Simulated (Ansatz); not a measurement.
What does this script print? It uses the Python package of Ansatz (0.2.0).

The script reads `c2h5bo.xyz`:
```text
9

O    -0.78670    0.85420   -1.78630
B    -0.25110    0.23960   -0.63590
C     0.88750    0.03380    0.44150
C    -0.18630   -0.82620    0.55770
H    -1.35360    1.64500   -1.43810
H     1.83150   -0.42390    0.03150
H     1.00710    0.86040    1.19840
H    -0.08700   -1.86360    0.20180
H    -0.97290   -0.56560    1.41220
```

Script `tae_c2h5bo.py`:
```python
"""Energy to split C2H5BO into its atoms."""

from collections import Counter

import ansatz as az


def single_point(molecule, charge=0, unpaired=0):
    calc = (
        molecule.calculation()
        .basis(gaussian="def2-SVPD")  # the orbital basis, by name
        .functional("hf")
    )
    if charge:
        calc = calc.charge(charge)
    if unpaired:
        calc = calc.spin("collinear", total=unpaired)
    report = calc.run(threads=1).report
    if report["published_state_doubts"]:
        print("  doubts:", report["published_state_doubts"])
    return report["free_energy_ev"]

system = az.Crystal.molecule_from_extxyz("c2h5bo.xyz")

# unpaired electrons of the ground-state atoms
unpaired = {"O": 2, "B": 1, "C": 2, "H": 1}
counts = Counter(site.symbol for site in system.cartesian_sites)
atom_energy = {s: single_point(az.Crystal.molecule().atom(s, (0, 0, 0)), 0, unpaired[s]) for s in counts}
whole = single_point(system, 0, 0)
for s, e in atom_energy.items():
    print(f"{s:2s} x{counts[s]}  {e:14.5f} eV")
print(f"C2H5BO: {whole:.5f} eV")
split = sum(counts[s] * e for s, e in atom_energy.items()) - whole
print(f"atomisation energy (no zero-point term): {split:.3f} eV, {split / sum(counts.values()):.3f} eV an atom")
```

```console
$ python tae_c2h5bo.py
O  x1     -2033.34983 eV
B  x1      -666.71767 eV
C  x2     -1024.40679 eV
H  x5       -13.58606 eV
C2H5BO: -4843.65692 eV
atomisation energy (no zero-point term): 26.846 eV, 2.983 eV an atom
```

26.846 eV from the electronic energies, without the zero-point term.

Reading the output:
- Total energies depend on the basis set; only differences at equal settings carry meaning.
- The geometry is a force-field or estimated start, not a minimum of this method, and the basis set is short of its limit. All parts are taken at fixed geometry, without zero-point energy.
- Hartree-Fock leaves correlation out, so bond, atomisation and ionisation energies come out well too low.
- Run time: 1.1 s on 1 thread of Arm Neoverse V2 (shared host), peak memory 0.21 GiB.
